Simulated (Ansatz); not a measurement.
# CH₅ClFNOSi: up Jacob's ladder to CCSD(T)

How much do the methods differ for CH₅ClFNOSi? The plan is to run it at one geometry with functionals of several rungs and with coupled cluster, and see how far each lands from CCSD(T) at the basis-set limit for the atomisation energy.

Method: functionals in def2-TZVPP, the program's frozen cores in correlated methods; program: Ansatz 0.2.0, Gaussian basis.

The runs, in order: LDA (SPW92), PBE-D4, revPBE-D4, BLYP-D4, r2SCAN-D4, B97M-V, PBE0-D4, B3LYP-D4, r2SCANh-D4, r2SCAN0-D4, HSE06-D4, BHLYP-D4, CAM-B3LYP-D4, LC-ωPBE, ωB97X-V, ωB97M-V, B2PLYP, PBE-QIDH; CCSD(T)/def2-SVP; CCSD(T)/def2-TZVPP; MP2/def2-QZVPP; extrapolation to the limit; RPA on PBE.

## (1) The relaxed structure

An earlier PBE0-D4 in a triple-zeta def2 set relaxation fixed the geometry.

11 atoms, charge 0, spin multiplicity 1.

Atoms are counted from 1 here; the program's logs count them from 0.

Bond lengths: C1–O2 1.414 Å, C1–H7 1.090 Å, C1–H8 1.094 Å, C1–H9 1.093 Å, O2–Si3 1.614 Å, Si3–N4 1.675 Å, Si3–F5 1.593 Å, Si3–Cl6 2.041 Å, N4–H10 1.005 Å, N4–H11 1.004 Å. Angles: O2–C1–H7 107.9°, O2–C1–H8 110.8°, O2–C1–H9 111.4°, H7–C1–H8 108.8°, H7–C1–H9 109.0°, H8–C1–H9 109.0°, C1–O2–Si3 125.3°, O2–Si3–N4 108.2°, O2–Si3–F5 107.3°, O2–Si3–Cl6 113.2°, N4–Si3–F5 114.9°, N4–Si3–Cl6 109.0°, F5–Si3–Cl6 104.2°, Si3–N4–H10 122.5°, Si3–N4–H11 122.8°, H10–N4–H11 113.8°.

Coordinates:

```mol
CH5ClFNOSi
  3D, bonds by distance, orders not assigned

 11 10  0  0  0  0  0  0  0  0999 V2000
    0.4062   -0.8858   -1.6604 C   0  0
   -0.1368   -0.7406   -0.3630 O   0  0
   -0.0816    0.6055    0.5265 Si  0  0
   -0.5709    0.2260    2.0830 N   0  0
    1.3960    1.1900    0.4121 F   0  0
   -1.2694    2.0986   -0.1984 Cl  0  0
    0.3427   -1.9395   -1.9333 H   0  0
   -0.1632   -0.2988   -2.3868 H   0  0
    1.4533   -0.5724   -1.6911 H   0  0
   -0.3214   -0.6379    2.5316 H   0  0
   -0.9895    0.8978    2.7005 H   0  0
  1  2  8  0
  2  3  8  0
  3  4  8  0
  3  5  8  0
  3  6  8  0
  1  7  8  0
  1  8  8  0
  1  9  8  0
  4 10  8  0
  4 11  8  0
M  END
```

## (2) LDA

This LDA is Slater exchange with PW92 correlation.

File in.yaml:

```yaml
crystal:
  periodic: [false, false, false]
  atoms:
    - {symbol: C, position_ang: [0.406163, -0.885831, -1.660391]}
    - {symbol: O, position_ang: [-0.136773, -0.740628, -0.363013]}
    - {symbol: Si, position_ang: [-0.081580, 0.605510, 0.526515]}
    - {symbol: N, position_ang: [-0.570939, 0.225997, 2.082995]}
    - {symbol: F, position_ang: [1.396049, 1.190036, 0.412074]}
    - {symbol: Cl, position_ang: [-1.269442, 2.098601, -0.198443]}
    - {symbol: H, position_ang: [0.342663, -1.939473, -1.933289]}
    - {symbol: H, position_ang: [-0.163198, -0.298755, -2.386846]}
    - {symbol: H, position_ang: [1.453304, -0.572353, -1.691117]}
    - {symbol: H, position_ang: [-0.321379, -0.637903, 2.531633]}
    - {symbol: H, position_ang: [-0.989466, 0.897798, 2.700483]}
basis:
  gaussian: {orbitals: def2-TZVPP}
hamiltonian: {xc: lda}
output: {orbitals: {seedname: orbitals}}
```

On the command line:

```
ansatz run in.yaml --threads 4 --pin off --events-out ev --progress --plain --max-ram 10444MiB
```

The runs that follow: PBE-D4 (GGA); revPBE-D4 (GGA); BLYP-D4 (GGA); r2SCAN-D4 (meta-GGA); B97M-V (meta-GGA); PBE0-D4 (hybrid); B3LYP-D4 (hybrid); r2SCANh-D4 (hybrid); r2SCAN0-D4 (hybrid); HSE06-D4 (hybrid); BHLYP-D4 (hybrid); CAM-B3LYP-D4 (range-separated); LC-ωPBE (range-separated); ωB97X-V (range-separated); ωB97M-V (range-separated); B2PLYP (double hybrid); PBE-QIDH (double hybrid); CCSD(T) in def2-SVP; CCSD(T) in def2-TZVPP; MP2 in def2-QZVPP; RPA on PBE orbitals.

Before running them: what should the planned runs give, taken together? Wanted: atomisation energy, CCSD(T)/CBS; farthest beyond LDA; mean size of error, GGA; mean size of error, meta-GGA; mean size of error, hybrid; mean size of error, range-separated; mean size of error, double hybrid; gap, smallest and largest; T1 diagnostic.

**Answer**, as computed:

| quantity | value |
| --- | --- |
| atomisation energy, CCSD(T)/CBS | 4312.1 kJ/mol |
| functionals within 21.6 kJ/mol (0.5 %) | r2SCAN-D4, B97M-V, CAM-B3LYP-D4, ωB97X-V, ωB97M-V |
| farthest beyond LDA | BHLYP-D4 (-160.7 kJ/mol) |
| mean size of error, GGA | 48.3 kJ/mol |
| mean size of error, meta-GGA | 9.2 kJ/mol |
| mean size of error, hybrid | 65.4 kJ/mol |
| mean size of error, range-separated | 12.3 kJ/mol |
| mean size of error, double hybrid | 60.3 kJ/mol |
| gap, smallest and largest | 6.35 eV (BLYP-D4), 14.00 eV (LC-ωPBE) |
| T1 diagnostic | 0.0103 |
| triples share of the correlation energy | 3.5 % |

The LDA atomisation energy is off by 618.9 kJ/mol (14 %): it overbinds. PBE-D4 is off by +52.8 kJ/mol. Double hybrids carry the basis error of their MP2 part in triple zeta, and no dispersion term here, so their miss is partly the set-up's. The rungs meta-GGA, range-separated miss on average by less than the doubt on the reference (21.6 kJ/mol), so they tie. The reference freezes the cores and leaves out relativity and excitations past (T), so misses under about 21.6 kJ/mol can't be ranked. Hartree-Fock recovers 72 % of the binding; the rest is correlation. CCSD(T) in def2-SVP is off by -347.9 kJ/mol, worse than the median functional, from the basis alone. Orbital gaps span 6.3 to 14.0 eV; exact exchange widens them.
